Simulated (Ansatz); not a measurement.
# TiIF₃: small, medium and large basis sets

An exercise on one series of results from a longer session: the logs are not shown, and one member is left open.

The runs use Ansatz 0.2.0, Gaussian basis; one geometry, several basis sets.

The runs, in order: PBE0-D4/def2-SVP; ωB97M-V/def2-SVP; PBE0-D4/def2-QZVPP; ωB97M-V/def2-QZVPP; the functionals' def2-TZVPP values are taken from earlier runs.

### The relaxed structure

An earlier PBE0-D4 in a triple-zeta def2 set relaxation fixed the geometry. I takes the def2 core potential; no spin-orbit term is included.

SMILES `[F][Ti]([F])([F])[I]`, 5 atoms, charge 0, spin multiplicity 1.

Atoms are counted from 1 here; the program's logs count them from 0.

Bond lengths: F1–Ti2 1.736 Å, Ti2–F3 1.736 Å, Ti2–F4 1.736 Å, Ti2–I5 2.548 Å. Angles: F1–Ti2–F3 109.5°, F1–Ti2–F4 109.5°, F1–Ti2–I5 109.4°, F3–Ti2–F4 109.5°, F3–Ti2–I5 109.4°, F4–Ti2–I5 109.4°.

Geometry (Å):

```
F    -0.8709   -0.5584    1.4605
Ti    0.0301   -0.1730    0.0276
F     1.7147   -0.4936    0.2973
F    -0.5407   -1.1415   -1.2952
I    -0.2834    2.2929   -0.5317
```

Set-up of the first run:

Contents of in.yaml:

```yaml
crystal:
  periodic: [false, false, false]
  atoms:
    - {symbol: F, position_ang: [-0.870876, -0.558400, 1.460533]}
    - {symbol: Ti, position_ang: [0.030105, -0.173026, 0.027636]}
    - {symbol: F, position_ang: [1.714739, -0.493592, 0.297288]}
    - {symbol: F, position_ang: [-0.540675, -1.141475, -1.295159]}
    - {symbol: I, position_ang: [-0.283393, 2.292893, -0.531699]}
basis:
  gaussian: {orbitals: def2-SVP}
hamiltonian: {xc: pbe0, dispersion: d4}
output: {orbitals: {seedname: orbitals}}
```

Launch:

```bash
ansatz run in.yaml --threads 4 --pin off --events-out ev --progress --plain --max-ram 10444MiB
```

Among the steps run: PBE0-D4 in def2-SVP; ωB97M-V in def2-SVP; PBE0-D4 in def2-QZVPP; ωB97M-V in def2-QZVPP.

One of the session's tables, all rows but one given; the rest of the session is left out.

It belongs to the step «Functionals by basis». 

| functional | basis | HOMO (eV) | LUMO (eV) |
| --- | --- | --- | --- |
| PBE0-D4 | def2-SVP | -8.47 | -3.48 |
| PBE0-D4 | def2-TZVPP | -8.51 | -3.37 |
| PBE0-D4 | def2-QZVPP | -8.50 | -3.36 |
| ωB97M-V | def2-SVP | -10.48 | -1.26 |
| ωB97M-V | def2-TZVPP | -10.56 | -1.17 |
| ωB97M-V | def2-QZVPP | ? | ? |

Estimate the missing values for ωB97M-V, def2-QZVPP.

The run gave: HOMO (eV): -10.55; LUMO (eV): -1.17. In the column «HOMO (eV)» it lies between ωB97M-V, def2-TZVPP (-10.56) and ωB97M-V, def2-SVP (-10.48).
